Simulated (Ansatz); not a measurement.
# AuBr3 (ReO3 type): one cell under locks on the spin, part 2 of 2

Task: run AuBr3 (ReO3 type) at one cell with the spin set up in several ways. Cell and atoms stay fixed. The cell was built by placing the elements on the sites of a structure type; the runs don't test whether it is the stable form.

Ansatz 0.2.0; DFT LDA+U (U_eff = 6 eV on Au d), plane waves, PAW, no spin–orbit coupling unless a run says so.

## 4. Site moments held (series factor 0.3; the input gives the size)

input.yaml reads:

```yaml
crystal:
  lattice:
    - [5.65721963, 0.0, 0.0]
    - [0.0, 5.65721963, 0.0]
    - [0.0, 0.0, 5.65721963]
  atoms:
    - { symbol: Au, position: [0.0, 0.0, 0.0], spin: 0.6 }
    - { symbol: Br, position: [0.5, 0.0, 0.0] }
    - { symbol: Br, position: [0.0, 0.0, 0.5] }
    - { symbol: Br, position: [0.0, 0.5, 0.0] }
basis:
  ecutwfc: 420
  ecutrho_ratio: 4
kpoints:
  mp_grid: { grid: [4, 4, 4] }
hamiltonian:
  xc: lda
  hubbard: { sites: [{ site: 0, l: d, u_eff: 6.0 }] }
scf:
  occupations: { method: gaussian, width: 0.05 }
  lower_state_search: "off"
  max_iter: 150
output:
  forces: true
  stress: true
  eigenvalues: true
  populations: true
  hubbard: { sites: [{ site: 0, l: d }] }
magnetization:
  spin_polarized: true
  spin_locking: { lock_spins: true }
```

The lock stays on to the end, so the result is a constrained state unless its moments die out.

Launch:

```console
$ ansatz run input.yaml --threads 2 --pin off --max-ram 3072MiB --backend cpu --events-out ev --progress --plain --runs-dir out
```

The log of the run, cut to the lines that bear on the results:

```text
Warning: output.stress: scf.convergence.dr2_threshold = 1e-7 eV (the SCF's general default) is looser than the 4e-10 eV advised for a printed stress (1e-10 eV for each atom of the cell: 4). What an SCF threshold leaves in a stress goes as its square root, and in the free energy as the [...]
Warning: output.stress: the lock of the moments that magnetization.spin_locking holds to the close lets an SCF meet its threshold on dr2 anywhere within the lock's freeze window, and the stress can move with the moments there: no threshold on dr2 bounds that. The window is the square root [...]
Warning: RAYON_NUM_THREADS=2 ignored (pool sized by the plan → 2); use --threads N
Au: projections on atomic orbitals take those of the free atom [Kr 4d10 4f14] 5s2 5p6 5d10 6s1, of charge +0.00 (hamiltonian.pseudopotentials.projection_atoms); the dataset's partial waves leave at most 9.9e-5 of an orbital's norm unspanned inside its sphere
Br: projections on atomic orbitals take those of the free atom [Ar 3d10] 4s2 4p5, of charge +0.00 (hamiltonian.pseudopotentials.projection_atoms); the dataset's partial waves leave at most 2.8e-6 of an orbital's norm unspanned inside its sphere
[...]
  atom   1  Au    -0.00000000    -0.00000000    -0.00000000
  atom   2  Br    -0.00000000    -0.00000000     0.00000000
  atom   3  Br     0.00000000     0.00000000     0.00000000
  atom   4  Br     0.00000000     0.00000000     0.00000000
[...]
--- Stress (GPa, compression-positive) ---
       -5.276691       0.000000       0.000000
        0.000000      -5.276691       0.000000
        0.000000       0.000000      -5.276691
  P = ⅓ Tr σ = -5.2767 GPa (-52.767 kbar)
--- Band table (eV; the first three rows and the last of 20) ---
[... band rows left out ...]
[...]
Occupation matrices written to <dir>
--- Löwdin populations: 4 sites ---
  site symbol       q [e]    m [muB]
     0     Au     18.3794     0.4635
     1     Br      7.1586     0.3907
     2     Br      7.1586     0.3907
     3     Br      7.1586     0.3907
  spilling = 0.003619 (of n_electrons = 40.000000)
--- Occupation matrices: 1 shell (run DFT+U table (all-electron-ortho-atomic); ε = 1.13e-3) ---
  Au0 d_5D: site group Oh (m-3m)
  Au0 d_5D up     Tr n = 4.9650  λ = 0.985 0.985 0.999 0.999 0.999  [2× z2 0.50 (Eg 1.00) Eg(1.00) | 3× xz 0.33 (T2g 1.00) T2g(1.00)]
  Au0 d_5D dn     Tr n = 4.6168  λ = 0.814 0.814 0.997 0.997 0.997  [2× z2 0.50 (Eg 1.00) Eg(1.00) | 3× xz 0.33 (T2g 1.00) T2g(1.00)]
  Tr n, λ and their labels are of the run-group-symmetrised matrices; stabiliser: 48 of 96 elements of G0×{1,Θ} (closed), max defect 3.3e-15 at τ = 2.4e-4
```

Run time: 8.1 s. Hardware: 2 threads of Intel Xeon Platinum 8175M at 2.50GHz (Skylake/Cascade Lake), shared host; peak memory 0.48 GiB.

Result: no gap, pressure -5.3 GPa, moments in spheres Au 0.60; Br 0.29 μB, largest force component 0.00 eV/Å, 48 symmetry operations imposed.

How the shells are filled (orbitals counted by the eigenvalues of the occupation matrices):

```csv
shell,channel,electrons,over 0.8,0.2 to 0.8,under 0.2
Au 5d (atom 1),up,4.97,5,0,0
Au 5d (atom 1),down,4.62,5,0,0
```

## 5. No spin polarisation

Changes to input.yaml since step 4:

```diff
@@ -6,3 +6,3 @@
   atoms:
-    - { symbol: Au, position: [0.0, 0.0, 0.0], spin: 0.6 }
+    - { symbol: Au, position: [0.0, 0.0, 0.0] }
     - { symbol: Br, position: [0.5, 0.0, 0.0] }
@@ -28,4 +28 @@
   hubbard: { sites: [{ site: 0, l: d }] }
-magnetization:
-  spin_polarized: true
-  spin_locking: { lock_spins: true }
```

Launch:

```console
$ ansatz run input.yaml --threads 2 --pin off --max-ram 3072MiB --backend cpu --events-out ev --progress --plain --runs-dir out
```

The log of the run, cut to the lines that bear on the results:

```text
Warning: RAYON_NUM_THREADS=2 ignored (pool sized by the plan → 2); use --threads N
Au: projections on atomic orbitals take those of the free atom [Kr 4d10 4f14] 5s2 5p6 5d10 6s1, of charge +0.00 (hamiltonian.pseudopotentials.projection_atoms); the dataset's partial waves leave at most 9.9e-5 of an orbital's norm unspanned inside its sphere
Br: projections on atomic orbitals take those of the free atom [Ar 3d10] 4s2 4p5, of charge +0.00 (hamiltonian.pseudopotentials.projection_atoms); the dataset's partial waves leave at most 2.8e-6 of an orbital's norm unspanned inside its sphere
[...]
[... 4 set-up lines as earlier in the session ...]
[...]
Crystal: 4 atoms, lattice volume = 181.054 Å³
Basis set: ecut = 420 eV, 3575 PW (Γ)
[...]
  atom   3  Br     0.00000000     0.00000000    -0.00000000
  atom   4  Br     0.00000000     0.00000000     0.00000000
[...]
--- Stress (GPa, compression-positive) ---
       -5.145969       0.000000       0.000000
        0.000000      -5.145969       0.000000
        0.000000       0.000000      -5.145969
  P = ⅓ Tr σ = -5.1460 GPa (-51.460 kbar)
--- Band table (eV; the first three rows and the last of 10) ---
[... band rows left out ...]
[...]
Occupation matrices written to <dir>
--- Löwdin populations: 4 sites ---
  site symbol       q [e]
     0     Au     18.4691
     1     Br      7.1339
     2     Br      7.1339
     3     Br      7.1339
  spilling = 0.003233 (of n_electrons = 40.000000)
--- Occupation matrices: 1 shell (run DFT+U table (all-electron-ortho-atomic); ε = 1.44e-5) ---
  Au0 d_5D: site group Oh (m-3m)
  Au0 d_5D -      Tr n = 4.8657  λ = 0.935 0.935 0.999 0.999 0.999  [2× z2 0.50 (Eg 1.00) Eg(1.00) | 3× xz 0.33 (T2g 1.00) T2g(1.00)]
  Tr n, λ and their labels are of the run-group-symmetrised matrices; stabiliser: 96 of 96 elements of G0×{1,Θ} (closed), max defect 3.7e-15 at τ = 3.1e-6
```

Wall time 2.8 s (2 threads of Intel Xeon Platinum 8175M at 2.50GHz (Skylake/Cascade Lake), shared host); peak memory 0.44 GiB.

Result: no gap, pressure -5.1 GPa, no moment over 0.05 μB in any sphere, largest force component 0.00 eV/Å, 48 symmetry operations imposed.

The shells' filling, with natural orbitals sorted by occupation:

```csv
shell,channel,electrons,over 0.8,0.2 to 0.8,under 0.2
Au 5d (atom 1),each spin,4.87,5,0,0
```

## 6. Total moment locked at zero, no site moments, 0.00 μB per cell

Changes to input.yaml since step 5:

```diff
@@ -28 +28,5 @@
   hubbard: { sites: [{ site: 0, l: d }] }
+magnetization:
+  spin_polarized: true
+  initial_magnetization: 0.0
+  spin_locking: { lock_magnetization: hard }
```

The lock stays on to the end, so the result is a constrained state unless its moments die out.

Launch:

```console
$ ansatz run input.yaml --threads 2 --pin off --max-ram 3072MiB --backend cpu --events-out ev --progress --plain --runs-dir out
```

The log of the run, cut to the lines that bear on the results:

```text
Warning: output.stress: scf.convergence.dr2_threshold = 1e-7 eV (the SCF's general default) is looser than the 4e-10 eV advised for a printed stress (1e-10 eV for each atom of the cell: 4). What an SCF threshold leaves in a stress goes as its square root, and in the free energy as the [...]
Warning: RAYON_NUM_THREADS=2 ignored (pool sized by the plan → 2); use --threads N
Au: projections on atomic orbitals take those of the free atom [Kr 4d10 4f14] 5s2 5p6 5d10 6s1, of charge +0.00 (hamiltonian.pseudopotentials.projection_atoms); the dataset's partial waves leave at most 9.9e-5 of an orbital's norm unspanned inside its sphere
Br: projections on atomic orbitals take those of the free atom [Ar 3d10] 4s2 4p5, of charge +0.00 (hamiltonian.pseudopotentials.projection_atoms); the dataset's partial waves leave at most 2.8e-6 of an orbital's norm unspanned inside its sphere
[...]
[... 2 set-up lines as earlier in the session ...]
[...]
  atom   4  Br     0.00000000     0.00000000     0.00000000
[...]
--- Stress (GPa, compression-positive) ---
       -5.146023       0.000000       0.000000
        0.000000      -5.146023       0.000000
        0.000000       0.000000      -5.146023
  P = ⅓ Tr σ = -5.1460 GPa (-51.460 kbar)
--- Band table (eV; the first three rows and the last of 20) ---
[... band rows left out ...]
[...]
Occupation matrices written to <dir>
--- Löwdin populations: 4 sites ---
  site symbol       q [e]    m [muB]
     0     Au     18.4691     0.0000
     1     Br      7.1339     0.0000
     2     Br      7.1339     0.0000
     3     Br      7.1339     0.0000
  spilling = 0.003233 (of n_electrons = 40.000000)
--- Occupation matrices: 1 shell (run DFT+U table (all-electron-ortho-atomic); ε = 5.30e-4) ---
  Au0 d_5D: site group Oh (m-3m)
  Au0 d_5D up     Tr n = 4.8657  λ = 0.935 0.935 0.999 0.999 0.999  [2× z2 0.50 (Eg 1.00) Eg(1.00) | 3× xz 0.33 (T2g 1.00) T2g(1.00)]
  Au0 d_5D dn     Tr n = 4.8657  λ = 0.935 0.935 0.999 0.999 0.999  [2× z2 0.50 (Eg 1.00) Eg(1.00) | 3× xz 0.33 (T2g 1.00) T2g(1.00)]
  Tr n, λ and their labels are of the run-group-symmetrised matrices; stabiliser: 96 of 96 elements of G0×{1,Θ} (closed), max defect 3.3e-15 at τ = 1.1e-4
```

Wall time 2.6 s (2 threads of Intel Xeon Platinum 8175M at 2.50GHz (Skylake/Cascade Lake), shared host); peak memory 0.48 GiB.

It ends with no gap, pressure -5.1 GPa, no moment over 0.05 μB in any sphere, largest force component 0.00 eV/Å, 48 symmetry operations imposed.

How the shells are filled (orbitals counted by the eigenvalues of the occupation matrices):

```csv
shell,channel,electrons,over 0.8,0.2 to 0.8,under 0.2
Au 5d (atom 1),up,4.87,5,0,0
Au 5d (atom 1),down,4.87,5,0,0
```

## 7. All runs side by side

This closing draws on all 2 parts.

Energies count from the lowest free state and have the smearing extrapolated to zero; for held moments they are taken at the target, with the constraint's term.

| start | energy (meV/atom) | gap (eV) | pressure (GPa) | largest moment (μB) | SCF cycles | time |
| --- | --- | --- | --- | --- | --- | --- |
| ferromagnetic start, free, symmetry kept, no search | 0.0 | metal | -5.1 | 0.24 | 19 | 5.7 s |
| ferromagnetic start, free, natural orbitals of the symmetric run filled by rank | 0.0 | metal | -5.1 | 0.24 | 26 | 8.6 s |
| total moment locked at zero, no site moments, 0.00 μB per cell [held] | 2.4 | metal | -5.1 | 0.00 | 9 | 2.6 s |
| no spin polarisation | 2.4 | metal | -5.1 | 0.00 | 12 | 2.8 s |
| site moments held (series factor 0.3; the input gives the size) [held] | 109.0 | metal | -5.3 | 0.60 | 29 | 8.1 s |

The 2 free runs end within about 1 meV/atom of each other. Without spin polarisation the energy is 2 meV/atom higher. The cheapest of the held states in this table, «total moment locked at zero, no site moments, 0.00 μB per cell», lies +2 meV/atom from the lowest free state; part of that can come from another filling of the orbitals. The lowest state found need not be the ground state, and the geometry wasn't relaxed for any of them. Spin–orbit coupling is left out.
